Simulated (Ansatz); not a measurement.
Working through a ranking of polymorphs by energy of 2 structures of LiBe

Program: Ansatz's Python interface.

Input file `libe_pm_3m.vasp`:
```text
LiBe
1.0
   2.81115300    0.00000000    0.00000000
   0.00000000    2.81115300    0.00000000
   0.00000000    0.00000000    2.81115300
Li Be
1 1
Direct
   0.00000000    0.00000000    0.00000000
   0.50000000    0.50000000    0.50000000
```

Input file `libe_p2_1_m.xyz`:
```text
4
Lattice="2.29598615 0.0 0.0 0.0 3.61277298 0.0 -0.40174252 0.0 5.51352599" Properties=species:S:1:pos:R:3 pbc="T T T"
Li    1.62957886    0.90319324    0.85381217
Li    0.26466478    2.70957974    4.65971382
Be    1.50525279    0.90319324    3.17673731
Be    0.38899084    2.70957974    2.33678868
```

Notebook, run cell by cell (the value of a cell's last expression is shown):

```python
import warnings

import ansatz
from ase.io import read
import numpy as np
import spglib


def solve(name, crystal):
    calc = crystal.calculation()
    calc = calc.basis(420)
    calc = calc.kpoints(spacing=0.3)
    calc = calc.occupations("gaussian", width=0.1)
    calc = calc.stress().band_table()
    calc = calc.relax(force_tolerance=0.02, cell=True)
    return calc.run()
```

```python
def space_group(outcome):
    sites = outcome.report["lattice"]["sites"]
    kinds = sorted({site["symbol"] for site in sites})
    cell = (outcome.lattice.cell_ang, [site["position_frac"] for site in sites], [kinds.index(site["symbol"]) for site in sites])
    return spglib.get_spacegroup(cell, symprec=0.01)


def volume_per_atom(outcome):
    return abs(np.linalg.det(outcome.lattice.cell_ang)) / len(outcome.lattice.sites)
```

```python
warnings.simplefilter("ignore", ansatz.DeckWarning)
```

```python
phases = {}
atoms = read("libe_pm_3m.vasp", format="vasp")
pm_3m = ansatz.Crystal.from_ase(atoms)
phases["Pm-3m"] = pm_3m
p2_1_m = ansatz.Crystal.from_extxyz("libe_p2_1_m.xyz")
phases["P2_1/m"] = p2_1_m
```

```python
done = {}
for name, crystal in phases.items():
    try:
        done[name] = solve(name, crystal)
    except ansatz.NonConvergedError as error:
        print(name, "did not converge:", str(error)[:120])
```

    

```python
energy = {name: o.report["energy_sigma0_ev"] / len(o.lattice.sites) for name, o in done.items()}
lowest = min(energy.values())
rows = [(name, len(o.lattice.sites), 1000 * (energy[name] - lowest), space_group(o), volume_per_atom(o)) for name, o in done.items()]
rows.sort(key=lambda row: row[2])
print("     phase       atoms  dE (meV/atom)  space group  V (A^3/atom)")
for row in rows:
    print(f"{str(row[0]):>10}  {row[1]:10d}  {row[2]:13.1f}  {str(row[3]):>11}  {row[4]:12.3f}")
print("order:", " < ".join(row[0] for row in rows))
```

         phase       atoms  dE (meV/atom)  space group  V (A^3/atom)
        P2_1/m           4            0.0    Pmmn (59)        12.355
         Pm-3m           2          220.8  Pm-3m (221)        11.187
    order: P2_1/m < Pm-3m

By space group at the end of each run: Pmmn (+0 meV an atom, 12.4 Å³) and Pm-3m (+221 meV an atom, 11.2 Å³).

What to keep in mind:
- No functional is typed, so the default, PBE, holds.
- The cells come from databases of deposited and of computed structures, and not all need be stable phases.
- The ranking holds among these structures alone, at zero temperature; the ground state may be another structure. Differences under about 40 meV an atom lie within the error of mesh and functional.
- It ran for 48 s on 1 thread of Arm Neoverse V1, with other jobs on the host, peak memory 0.47 GiB.

(Lines on the test bed's own set-up are left out of the output.)
